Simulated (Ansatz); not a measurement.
# PtSeO: the cost of one run

Code: Ansatz 0.2.0. PAW datasets, plane waves. Simulation only: spin-unpolarised, and no claim that this is the phase found in nature.

**1. The cell**

The unstrained cell was relaxed with r2SCAN; in each strained cell the atoms were relaxed again with r2SCAN. Names of k-points are those of the unstrained zone, where strain can split equivalent points. First state: no strain.

The sheet's in-plane cell has a = 3.906 Å, b = 3.906 Å (γ = 120.0°), and its outermost atoms lie 1.81 Å apart along the normal. Around Pt lie 3 Se at 2.41 Å and 3 O at 2.45 Å; around O lie 1 Se at 1.81 Å and 3 Pt at 2.45 Å; around Se lie 1 O at 1.81 Å and 3 Pt at 2.41 Å.

Structure file:

```cif
data_structure
_symmetry_space_group_name_H-M 'P 1'
_symmetry_Int_Tables_number 1
_cell_length_a 3.9065
_cell_length_b 3.9065
_cell_length_c 29.7060
_cell_angle_alpha 90.000
_cell_angle_beta 90.000
_cell_angle_gamma 120.000
_cell_volume 392.59
loop_
_atom_site_label
_atom_site_type_symbol
_atom_site_fract_x
_atom_site_fract_y
_atom_site_fract_z
_atom_site_occupancy
Pt1 Pt 0.33333 0.66667 0.30178 1
O1 O 0.66667 0.33333 0.33403 1
Se1 Se 0.66667 0.33333 0.27310 1
```
Two periodic directions, a and b.

**2. No strain: PBE**

The input, input.yaml:

```yaml
crystal:
  lattice:
    - [3.9064722651, 0.0, 0.0]
    - [-1.9532361325, 3.3831042208, 0.0]
    - [0.0, 0.0, 29.7059848384]
  atoms:
    - { symbol: Pt, position: [0.3333333333, 0.6666666667, 0.3017839792] }
    - { symbol: O, position: [0.6666666667, 0.3333333333, 0.3340255731] }
    - { symbol: Se, position: [0.6666666667, 0.3333333333, 0.2730982031] }
  periodic: [true, true, false]
kpoints:
  mp_grid: { grid: [12, 12, 1] }
  band_path:
    path:
      - [0.0, 0.0, 0.0]
      - [0.5, 0.0, 0.0]
      - [0.3333333333, 0.3333333333, 0.0]
      - [0.1, 0.1, 0.0]
      - [-0.088542, 0.177083, 0.0]
      - [-0.135417, 0.265625, 0.0]
    npoints: 1
hamiltonian:
  xc: pbe
scf:
  occupations: { method: fermi_dirac, width: 0.02 }
  n_extra_bands: 4
output:
  forces: true
  stress: true
  eigenvalues: true
```

Command:

```console
$ ansatz run input.yaml --threads 4 --pin off --max-ram 5529MiB --backend cpu --events-out ev --progress --plain --runs-dir out
```

What time and memory should one allow on 4 threads of Intel Xeon at 2.50GHz (Skylake/Cascade Lake), shared host?

About 14 s, with a peak of 0.74 GiB.
